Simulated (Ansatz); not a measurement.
# MoS2: the cost of one run

Computed with Ansatz 0.2.0 (DFT r²SCAN+U (U_eff = 4 eV on Mo d), plane waves, PAW, unless a step's input says otherwise).

The COD entry's cell or inner coordinates are ideal or old and differ from later refinements, so a difference from it is no clean test against experiment.

### 1 The structure to begin with

It takes space group R-3m (No. 166, trigonal). Conventional cell: a = 3.171 Å, b = 3.171 Å, c = 18.345 Å, α = 90.00°, β = 90.00°, γ = 120.00°. Mo (site symmetry -3m) has 6 S at 2.39 Å as nearest neighbours. Around S (site symmetry 3m) lie 3 Mo at 2.39 Å.

Structure file:

```
Mo S
1.0
     1.58550    0.91539    6.11500
    -1.58550    0.91539    6.11500
     0.00000   -1.83078    6.11500
Mo S
1 2
Direct
  0.00000 0.00000 0.00000
  0.75000 0.75000 0.75000
  0.25000 0.25000 0.25000
```

Magnetic order typed: ferromagnetic.

### 2 From atoms, symmetry kept, no search

input.yaml

```yaml
crystal:
  lattice:
    - [1.58550029, 0.91538902, 6.11499825]
    - [-1.58550029, 0.91538902, 6.11499825]
    - [0.0, -1.83077804, 6.11499825]
  atoms:
    - { symbol: Mo, position: [0.0, 0.0, 0.0], spin: 2.0 }
    - { symbol: S, position: [0.75, 0.75, 0.75] }
    - { symbol: S, position: [0.25, 0.25, 0.25] }
basis:
  ecutwfc: 500
  ecutrho_ratio: 4
kpoints:
  mp_grid: { grid: [7, 7, 7] }
hamiltonian:
  xc: r2scan
  hubbard: { sites: [{ site: 0, l: d, u_eff: 4.0 }] }
scf:
  occupations: { method: gaussian, width: 0.05 }
  lower_state_search: "off"
  max_iter: 150
output:
  forces: true
  stress: true
  eigenvalues: true
  populations: true
  hubbard: { sites: [{ site: 0, l: d }] }
magnetization:
  spin_polarized: true
```

On the command line:

```sh
$ ansatz run input.yaml --threads 4 --pin off --max-ram 6144MiB --backend cpu --events-out ev --progress --plain --runs-dir out
```

What time and memory should one allow on 4 threads of Arm Neoverse V1, shared host?

About 9.5 s, with a peak of 0.57 GiB.
